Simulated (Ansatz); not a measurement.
## GaH6P, SMILES [PH3+][GaH3-]: vertical and adiabatic energies of changing the electron count, step by step

Program: the Python package of Ansatz (0.2.0).

Run as a notebook:

**Cell 1**
```python
import itertools

import ansatz
from ase.data import atomic_numbers, covalent_radii
import numpy as np
```

**Cell 2**
```python
GEOMETRY = """
P    -0.55320   -0.01810   -1.00030
Ga    0.55710   -0.04070    0.96100
H    -1.83200   -0.69840   -0.88770
H     0.25410   -0.53340   -2.03790
H    -0.89550    1.35700   -1.35500
H     0.76140    1.47740    1.51260
H     2.02620   -0.71520    0.71760
H    -0.22590   -0.88570    2.03400
"""
```

**Cell 3**
```python
geometry = ansatz.Crystal.molecule()
for line in GEOMETRY.strip().splitlines():
    symbol, *xyz = line.split()
    geometry = geometry.atom(symbol, [float(v) for v in xyz])
```

**Cell 4**
```python
setup = geometry.calculation()
setup = setup.basis(gaussian="def2-SVP")
setup = setup.functional("PBE")
symbols = [site.symbol for site in geometry.cartesian_sites]
start = np.array([site.position_ang for site in geometry.cartesian_sites], dtype=float)
data = setup.relax(force_tolerance=0.01).run(threads=1, pin="off").report
end = np.array(data["positions_ang"])

minimum = ansatz.Crystal.molecule()
for symbol, place in zip(symbols, end):
    minimum = minimum.atom(symbol, place.tolist())
ion = (
    minimum.calculation()
    .basis(gaussian="def2-SVP")
    .functional("PBE")
    .charge(1)
    .spin("collinear", total=1)
)
vertical = ion.run(threads=1, pin="off").report
settled = ion.relax(force_tolerance=0.01, max_steps=80).run(threads=1, pin="off").report
print(f"vertical ionisation energy   {vertical['free_energy_ev'] - data['free_energy_ev']:.3f} eV")
print(f"adiabatic, no zero point     {settled['free_energy_ev'] - data['free_energy_ev']:.3f} eV")
print(f"relaxation energy of the ion {vertical['free_energy_ev'] - settled['free_energy_ev']:.3f} eV")
ionised = np.array(settled["positions_ang"])
# pairs closer than 1.2 times the sum of covalent radii, before or after
radius = [covalent_radii[atomic_numbers[s]] for s in symbols]
span = lambda where, i, j: np.linalg.norm(where[i] - where[j])
bonded = [(i, j) for i, j in itertools.combinations(range(len(symbols)), 2) if min(span(end, i, j), span(ionised, i, j)) < 1.2 * (radius[i] + radius[j])]
print("pair        before    after (A)")
for i, j in bonded:
    print(f"{symbols[i]}{i}-{symbols[j]}{j}".ljust(10), f"{span(end, i, j):8.4f} {span(ionised, i, j):8.4f}")
```
Output:
```text
vertical ionisation energy   9.801 eV
adiabatic, no zero point     9.044 eV
relaxation energy of the ion 0.757 eV
pair        before    after (A)
P0-Ga1       2.5473   2.4800
P0-H2        1.4308   1.4256
P0-H3        1.4308   1.4251
P0-H4        1.4307   1.4250
Ga1-H5       1.5868   1.5740
Ga1-H6       1.5868   1.7655
Ga1-H7       1.5869   1.5721
```

The energies are electronic: no zero-point or thermal terms, and the basis set is short of its limit. The product may relax into another structure. The relaxation finds the nearest minimum, so the adiabatic value is an upper bound. Wall time of the script: 91 s on 1 thread of AMD EPYC 7R43 64-Core Processor (Zen 3), on a shared host, peak memory 0.26 GiB.
